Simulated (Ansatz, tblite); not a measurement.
# In(H2O)F3 (F₃H₂InO): removing and adding an electron

What does removing or adding an electron cost or gain for In(H2O)F3 (F₃H₂InO)? Each charged state is run at several levels.

Method: as each input shows; program: Ansatz 0.2.0, Gaussian basis.

Levels to be run: charge +1 doublet, at the geometry of the singlet (PBE0-D4/def2-TZVP, PBE-D4/def2-TZVP, r2SCAN-D4/def2-TZVP); charge -1 doublet, at the geometry of the singlet (PBE0-D4/def2-TZVPD, PBE-D4/def2-TZVPD, r2SCAN-D4/def2-TZVPD); the starting singlet's energies come from earlier runs.

2 further runs of the same task are left out: 1 that didn't finish, 1 set aside as unsound or not needed. Runs told in other sessions of the task aren't counted.

### Step 1. The geometry

The geometry is that of the singlet, from an earlier relaxation (PBE0-D4/def2-SVP).

7 atoms, charge 0, spin multiplicity 1.

Atoms are counted from 1 here; the program's logs count them from 0.

Bond lengths: In1–O2 2.275 Å, In1–F5 1.939 Å, In1–F6 1.959 Å, In1–F7 1.959 Å, O2–H3 0.971 Å, O2–H4 0.971 Å. Angles: O2–In1–F5 114.9°, O2–In1–F6 84.1°, O2–In1–F7 84.1°, F5–In1–F6 121.2°, F5–In1–F7 121.2°, F6–In1–F7 115.5°, In1–O2–H3 101.6°, In1–O2–H4 101.5°, H3–O2–H4 105.9°.

As a file:

```xyz
7

In    0.1985   -0.0659   -0.9697
O     0.1988    0.0455    1.3029
H    -0.4202   -0.6662    1.5331
H    -0.2819    0.8752    1.4557
F     1.9497   -0.2752   -1.7761
F    -0.6616    1.6907   -0.8524
F    -0.9833   -1.6040   -0.6935
```

In takes a core potential in the def2 sets. No spin-orbit coupling is included.

### Step 2. Charge +1 doublet at the fixed geometry, first pass, PBE0-D4/def2-SVP

Input file in.yaml:

```yaml
crystal:
  periodic: [false, false, false]
  atoms:
    - {symbol: In, position_ang: [0.198456, -0.065891, -0.969696]}
    - {symbol: O, position_ang: [0.198785, 0.045475, 1.302913]}
    - {symbol: H, position_ang: [-0.420195, -0.666238, 1.533082]}
    - {symbol: H, position_ang: [-0.281919, 0.875231, 1.455699]}
    - {symbol: F, position_ang: [1.949741, -0.275227, -1.776070]}
    - {symbol: F, position_ang: [-0.661578, 1.690661, -0.852394]}
    - {symbol: F, position_ang: [-0.983280, -1.604011, -0.693524]}
basis:
  gaussian: {orbitals: def2-SVP}
total_charge: 1
magnetization: {spin_polarized: true, initial_magnetization: 1}
hamiltonian: {xc: pbe0, dispersion: d4}
output: {orbitals: {seedname: orbitals}}
```

Launch:

```bash
$ ansatz run in.yaml --threads 4 --pin off --events-out ev --progress --plain --max-ram 3916MiB
```

What it wrote:

```text
Functional definition: PBE0
  name "PBE0"
  cite "Adamo & Barone, J. Chem. Phys. 110, 6158 (1999) doi:10.1063/1.478522"
  cite "Perdew, Burke & Ernzerhof, Phys. Rev. Lett. 77, 3865 (1996) doi:10.1103/PhysRevLett.77.3865"
  parent pbe
  parameter a = 0.25
  parameter kappa = 0.804
  parameter beta = 0.06672455060314922
  exchange = (1 - a)*pbe_x(kappa = kappa, mu = beta*pi^2/3) + a*exact_x
  correlation = pbe_c(beta = beta)
951 factors; integrals over basis functions are off by at most 1.3e-3 eV
mean field evaluation 1: about -15360.9074 eV, gradient 6.5e1 eV
mean field evaluation 2: about -15310.7796 eV, gradient 1.3e2 eV
mean field evaluation 4: about -15369.1119 eV, gradient 3.8e1 eV
mean field evaluation 8: about -15373.8779 eV, gradient 2.0e1 eV
mean field evaluation 16: about -15375.8301 eV, gradient 8.9e-1 eV
mean field evaluation 32: about -15375.8748 eV, gradient 1.5e-1 eV
mean field evaluation 64: about -15375.5931 eV, gradient 6.7e0 eV
mean field evaluation 96: about -15375.8482 eV, gradient 8.3e-1 eV
mean field -15375.87761825 eV, -565.0530803264 hartree, gradient 5.5e-6 eV, S^2 0.766176; 6 other end points of the search recorded, 0 dependent functions left out
reference -15375.87765804 eV, -565.0530817887 hartree; 29, 28 occupied and 63, 64 virtual orbitals, 951 factors
Total energy: -15375.95818431 eV, -565.0560410748 hartree
```

It took 12 s on 4 threads of Arm Neoverse V2, shared host.

HOMO -16.44 eV, LUMO -15.04 eV (over both spins); ⟨S²⟩ 0.766 (pure: 0.75).

### Step 3. Charge +1 doublet at the fixed geometry, PBE0-D4/def2-TZVP

start.molden holds the orbitals of an earlier run on this state, given as this run's starting guess.

Edit in.yaml of step 2 so:

```diff
@@ -11,3 +11,3 @@
 basis:
-  gaussian: {orbitals: def2-SVP}
+  gaussian: {orbitals: def2-TZVP, initial_orbitals: start.molden}
 total_charge: 1
@@ -15,2 +15,3 @@
 hamiltonian: {xc: pbe0, dispersion: d4}
+scf: {omitted_lower_state_checks: [starts]}
 output: {orbitals: {seedname: orbitals}}
```

Same command.

What it wrote (excerpt; [...] marks lines left out):

```text
Functional definition: PBE0
  name "PBE0"
  cite "Adamo & Barone, J. Chem. Phys. 110, 6158 (1999) doi:10.1063/1.478522"
  cite "Perdew, Burke & Ernzerhof, Phys. Rev. Lett. 77, 3865 (1996) doi:10.1103/PhysRevLett.77.3865"
  parent pbe
[...]
1188 factors; their error is unknown
[...]
mean field -15388.99963925 eV, -565.5353057037 hartree, gradient 1.5e-6 eV, S^2 0.767756; 0 other end points of the search recorded, 0 dependent functions left out
reference -15388.99966656 eV, -565.5353067074 hartree; 29, 28 occupied and 157, 158 virtual orbitals, 1188 factors
Total energy: -15389.08019283 eV, -565.5382659935 hartree
Checks for a lower state left out: starts
```

Run time: 15 s. Hardware: 4 threads of Arm Neoverse V2, shared host; peak memory 0.81 GiB.

HOMO -16.61 eV, LUMO -15.09 eV (over both spins); ⟨S²⟩ 0.768 (pure: 0.75).

### Step 4. Charge +1 doublet at the fixed geometry, PBE-D4/def2-TZVP

Edit in.yaml of step 3 so:

```diff
@@ -14,3 +14,3 @@
 magnetization: {spin_polarized: true, initial_magnetization: 1}
-hamiltonian: {xc: pbe0, dispersion: d4}
+hamiltonian: {xc: pbe, dispersion: d4}
 scf: {omitted_lower_state_checks: [starts]}
```

Launched as before.

What it wrote:

```text
Functional definition: PBE
  name "PBE"
  cite "Perdew, Burke & Ernzerhof, Phys. Rev. Lett. 77, 3865 (1996) doi:10.1103/PhysRevLett.77.3865"
  parent pbe
  parameter kappa = 0.804
  parameter beta = 0.06672455060314922
  exchange = pbe_x(kappa = kappa, mu = beta*pi^2/3)
  correlation = pbe_c(beta = beta)
these checks for a lower state are left out or cut short: starts
1095 factors; their error is unknown
mean field evaluation 1: about -15389.8877 eV, gradient 8.0e0 eV
mean field evaluation 2: about -15390.1005 eV, gradient 3.4e-1 eV
mean field evaluation 4: about -15390.1348 eV, gradient 9.2e-1 eV
mean field evaluation 8: about -15390.1593 eV, gradient 3.3e-1 eV
mean field evaluation 16: about -15390.1609 eV, gradient 3.1e-3 eV
mean field -15390.16090432 eV, -565.5779814082 hartree, gradient 2.8e-6 eV, S^2 0.752667; 0 other end points of the search recorded, 0 dependent functions left out
reference -15390.16095335 eV, -565.5779832098 hartree; 29, 28 occupied and 157, 158 virtual orbitals, 1095 factors
Total energy: -15390.25611802 eV, -565.5814804469 hartree
Checks for a lower state left out: starts
```

Wall time 8.5 s (4 threads of Arm Neoverse V2, shared host).

From the report: HOMO -15.20 eV, LUMO -15.18 eV (over both spins); ⟨S²⟩ 0.753 (pure: 0.75).

### Step 5. Charge +1 doublet at the fixed geometry, r2SCAN-D4/def2-TZVP

Edit in.yaml of step 4 so:

```diff
@@ -14,3 +14,3 @@
 magnetization: {spin_polarized: true, initial_magnetization: 1}
-hamiltonian: {xc: pbe, dispersion: d4}
+hamiltonian: {xc: r2scan, dispersion: d4}
 scf: {omitted_lower_state_checks: [starts]}
```

Same command.

What it wrote (excerpt; [...] marks lines left out):

```text
Functional definition: r2SCAN
  name "r2SCAN"
  cite "Furness, Kaplan, Ning, Perdew & Sun, J. Phys. Chem. Lett. 11, 8208 (2020) doi:10.1021/acs.jpclett.0c02405"
  cite "Furness, Kaplan, Ning, Perdew & Sun, J. Phys. Chem. Lett. 11, 9248 (2020) doi:10.1021/acs.jpclett.0c03077"
  parent r2scan
[...]
1095 factors; their error is unknown
[...]
mean field -15397.31995584 eV, -565.8410716989 hartree, gradient 1.8e-6 eV, S^2 0.755989; 0 other end points of the search recorded, 0 dependent functions left out
reference -15397.31996851 eV, -565.8410721645 hartree; 29, 28 occupied and 157, 158 virtual orbitals, 1095 factors
Total energy: -15397.34241203 eV, -565.8418969486 hartree
Checks for a lower state left out: starts
```

Wall time 19 s (4 threads of Arm Neoverse V2, shared host).

From the report: HOMO -15.52 eV, LUMO -15.38 eV (over both spins); ⟨S²⟩ 0.756 (pure: 0.75).

### Step 6. Vertical ionisation energy

Charged state less starting state, singlet to doublet; the starting state's energies are those of its earlier runs.

```tsv
level	vertical ionisation energy (eV)	time
PBE-D4/def2-TZVP	+11.92	9.9 s
r2SCAN-D4/def2-TZVP	+12.24	21 s
PBE0-D4/def2-TZVP	+12.81	18 s
```

Times add the two runs; a level without a time comes out of a correlated run.

Beside −ε(HOMO) of the starting state:

```tsv
level	−ε(HOMO) (eV)	by difference (eV)	mismatch (eV)
PBE-D4/def2-TZVP	8.55	11.92	-3.37
r2SCAN-D4/def2-TZVP	9.00	12.24	-3.24
PBE0-D4/def2-TZVP	10.53	12.81	-2.28
```

### Step 7. Charge -1 doublet at the fixed geometry, first pass, PBE0-D4/def2-SVP

Edit in.yaml of step 5 so:

```diff
@@ -11,7 +11,6 @@
 basis:
-  gaussian: {orbitals: def2-TZVP, initial_orbitals: start.molden}
-total_charge: 1
+  gaussian: {orbitals: def2-SVP}
+total_charge: -1
 magnetization: {spin_polarized: true, initial_magnetization: 1}
-hamiltonian: {xc: r2scan, dispersion: d4}
-scf: {omitted_lower_state_checks: [starts]}
+hamiltonian: {xc: pbe0, dispersion: d4}
 output: {orbitals: {seedname: orbitals}}
```

The command is unchanged.

What it wrote:

```text
Functional definition: PBE0
  name "PBE0"
  cite "Adamo & Barone, J. Chem. Phys. 110, 6158 (1999) doi:10.1063/1.478522"
  cite "Perdew, Burke & Ernzerhof, Phys. Rev. Lett. 77, 3865 (1996) doi:10.1103/PhysRevLett.77.3865"
  parent pbe
  parameter a = 0.25
  parameter kappa = 0.804
  parameter beta = 0.06672455060314922
  exchange = (1 - a)*pbe_x(kappa = kappa, mu = beta*pi^2/3) + a*exact_x
  correlation = pbe_c(beta = beta)
953 factors; integrals over basis functions are off by at most 1.3e-3 eV
mean field evaluation 1: about -15386.3113 eV, gradient 2.4e1 eV
mean field evaluation 2: about -15384.0198 eV, gradient 3.8e1 eV
mean field evaluation 4: about -15388.4030 eV, gradient 1.2e0 eV
mean field evaluation 8: about -15388.5605 eV, gradient 1.6e-1 eV
mean field evaluation 16: about -15388.5606 eV, gradient 5.5e-5 eV
mean field -15388.56061215 eV, -565.5191717554 hartree, gradient 5.6e-5 eV, S^2 0.751611; 0 other end points of the search recorded, 0 dependent functions left out
reference -15388.56065015 eV, -565.5191731518 hartree; 30, 29 occupied and 62, 63 virtual orbitals, 953 factors
Total energy: -15388.66449790 eV, -565.5229894864 hartree
```

Wall time 1.7 s (4 threads of Arm Neoverse V2, shared host).

HOMO 2.03 eV, LUMO 4.14 eV (over both spins); ⟨S²⟩ 0.752 (pure: 0.75). Doubts: highest occupied level lies above zero.

### Step 8. Charge -1 doublet at the fixed geometry, PBE0-D4/def2-TZVPD

Edit in.yaml of step 7 so:

```diff
@@ -11,3 +11,3 @@
 basis:
-  gaussian: {orbitals: def2-SVP}
+  gaussian: {orbitals: def2-TZVPD, initial_orbitals: start.molden}
 total_charge: -1
@@ -15,2 +15,3 @@
 hamiltonian: {xc: pbe0, dispersion: d4}
+scf: {omitted_lower_state_checks: [starts]}
 output: {orbitals: {seedname: orbitals}}
```

Launched as before.

What it wrote:

```text
Functional definition: PBE0
  name "PBE0"
  cite "Adamo & Barone, J. Chem. Phys. 110, 6158 (1999) doi:10.1063/1.478522"
  cite "Perdew, Burke & Ernzerhof, Phys. Rev. Lett. 77, 3865 (1996) doi:10.1103/PhysRevLett.77.3865"
  parent pbe
  parameter a = 0.25
  parameter kappa = 0.804
  parameter beta = 0.06672455060314922
  exchange = (1 - a)*pbe_x(kappa = kappa, mu = beta*pi^2/3) + a*exact_x
  correlation = pbe_c(beta = beta)
these checks for a lower state are left out or cut short: starts
1390 factors; their error is unknown
mean field evaluation 1: about -15395.9546 eV, gradient 1.6e2 eV
mean field evaluation 2: about -15401.8880 eV, gradient 7.6e0 eV
mean field evaluation 4: about -15402.7283 eV, gradient 2.8e-2 eV
mean field evaluation 8: about -15402.7924 eV, gradient 1.8e-5 eV
mean field -15402.79235932 eV, -566.0421788174 hartree, gradient 1.8e-5 eV, S^2 0.751114; 0 other end points of the search recorded, 0 dependent functions left out
reference -15402.79240515 eV, -566.0421805018 hartree; 30, 29 occupied and 204, 205 virtual orbitals, 1390 factors
Total energy: -15402.89625291 eV, -566.0459968364 hartree
Checks for a lower state left out: starts
```

It took 7.5 s on 4 threads of Arm Neoverse V2, shared host; peak memory 0.84 GiB.

From the report: HOMO 0.74 eV, LUMO 2.35 eV (over both spins); ⟨S²⟩ 0.751 (pure: 0.75). Doubts: highest occupied level lies above zero.

### Step 9. Charge -1 doublet at the fixed geometry, PBE-D4/def2-TZVPD

Edit in.yaml of step 8 so:

```diff
@@ -14,3 +14,3 @@
 magnetization: {spin_polarized: true, initial_magnetization: 1}
-hamiltonian: {xc: pbe0, dispersion: d4}
+hamiltonian: {xc: pbe, dispersion: d4}
 scf: {omitted_lower_state_checks: [starts]}
```

The command is unchanged.

What it wrote:

```text
Functional definition: PBE
  name "PBE"
  cite "Perdew, Burke & Ernzerhof, Phys. Rev. Lett. 77, 3865 (1996) doi:10.1103/PhysRevLett.77.3865"
  parent pbe
  parameter kappa = 0.804
  parameter beta = 0.06672455060314922
  exchange = pbe_x(kappa = kappa, mu = beta*pi^2/3)
  correlation = pbe_c(beta = beta)
these checks for a lower state are left out or cut short: starts
1308 factors; their error is unknown
mean field evaluation 1: about -15403.0872 eV, gradient 8.0e0 eV
mean field evaluation 2: about -15403.2709 eV, gradient 2.0e-1 eV
mean field evaluation 4: about -15403.2602 eV, gradient 3.2e-3 eV
mean field -15403.26017663 eV, -566.0593707864 hartree, gradient 8.0e-5 eV, S^2 0.750547; 0 other end points of the search recorded, 0 dependent functions left out
reference -15403.26023750 eV, -566.0593730232 hartree; 30, 29 occupied and 204, 205 virtual orbitals, 1308 factors
Total energy: -15403.38279020 eV, -566.0638767519 hartree
Checks for a lower state left out: starts
```

Wall time 4.8 s (4 threads of Arm Neoverse V2, shared host).

Report: HOMO 1.17 eV, LUMO 1.55 eV (over both spins); ⟨S²⟩ 0.751 (pure: 0.75). Doubts: highest occupied level lies above zero.

### Step 10. Charge -1 doublet at the fixed geometry, r2SCAN-D4/def2-TZVPD

Edit in.yaml of step 9 so:

```diff
@@ -14,3 +14,3 @@
 magnetization: {spin_polarized: true, initial_magnetization: 1}
-hamiltonian: {xc: pbe, dispersion: d4}
+hamiltonian: {xc: r2scan, dispersion: d4}
 scf: {omitted_lower_state_checks: [starts]}
```

Launched as before.

What it wrote:

```text
Functional definition: r2SCAN
  name "r2SCAN"
  cite "Furness, Kaplan, Ning, Perdew & Sun, J. Phys. Chem. Lett. 11, 8208 (2020) doi:10.1021/acs.jpclett.0c02405"
  cite "Furness, Kaplan, Ning, Perdew & Sun, J. Phys. Chem. Lett. 11, 9248 (2020) doi:10.1021/acs.jpclett.0c03077"
  parent r2scan
  parameter k0 = 0.174
  parameter k1 = 0.065
  parameter a1 = 4.9479
  exchange = r2scan_x(k0 = k0, k1 = k1, a1 = a1)
  correlation = r2scan_c
these checks for a lower state are left out or cut short: starts
1308 factors; their error is unknown
mean field evaluation 1: about -15410.4967 eV, gradient 4.2e0 eV
mean field evaluation 2: about -15410.5416 eV, gradient 6.8e-2 eV
mean field evaluation 4: about -15410.5379 eV, gradient 1.8e-3 eV
mean field -15410.53794224 eV, -566.3268237394 hartree, gradient 8.2e-5 eV, S^2 0.751601; 0 other end points of the search recorded, 0 dependent functions left out
reference -15410.53798939 eV, -566.3268254723 hartree; 30, 29 occupied and 204, 205 virtual orbitals, 1308 factors
Total energy: -15410.56743846 eV, -566.3279077057 hartree
Checks for a lower state left out: starts
```

It took 10 s on 4 threads of Arm Neoverse V2, shared host.

From the report: HOMO 1.19 eV, LUMO 1.91 eV (over both spins); ⟨S²⟩ 0.752 (pure: 0.75). Doubts: highest occupied level lies above zero.

### Step 11. Vertical electron affinity

Starting state less charged state (positive: the electron is bound), singlet to doublet; the starting state's energies are those of its earlier runs.

```tsv
level	vertical electron affinity (eV)	time
PBE-D4/def2-TZVPD	+1.06	7.3 s
r2SCAN-D4/def2-TZVPD	+0.86	14 s
PBE0-D4/def2-TZVPD	+0.88	11 s
```

Times add the two runs; a level without a time comes out of a correlated run.

Beside −ε(LUMO) of the starting state:

```tsv
level	−ε(LUMO) (eV)	by difference (eV)	mismatch (eV)
PBE-D4/def2-TZVPD	3.57	1.06	+2.52
r2SCAN-D4/def2-TZVPD	3.26	0.86	+2.40
PBE0-D4/def2-TZVPD	2.62	0.88	+1.74
```

### Step 12. What came out

| quantity | value |
| --- | --- |
| vertical ionisation energy, functionals in def2-TZVP | 11.92 (PBE-D4) to 12.81 eV (PBE0-D4) |
| vertical electron affinity, functionals in def2-TZVPD | 0.86 (r2SCAN-D4) to 1.06 eV (PBE-D4) |

**Reading.** The vertical ionisation energy spans 11.92 to 12.81 eV over the functionals. −ε(HOMO) misses the level's own difference by -2.28 eV at best (PBE0-D4) and -3.37 eV at worst (PBE-D4). The vertical electron affinity spans 0.86 to 1.06 eV over the functionals. The anion's highest level lies above zero where self-interaction lifts it, so diffuse functions weigh on these values. −ε(LUMO) misses the level's own difference by +1.74 eV at best (PBE0-D4) and +2.52 eV at worst (PBE-D4).

The anion's highest level is positive in at least one run, so there the basis alone may hold the extra electron.
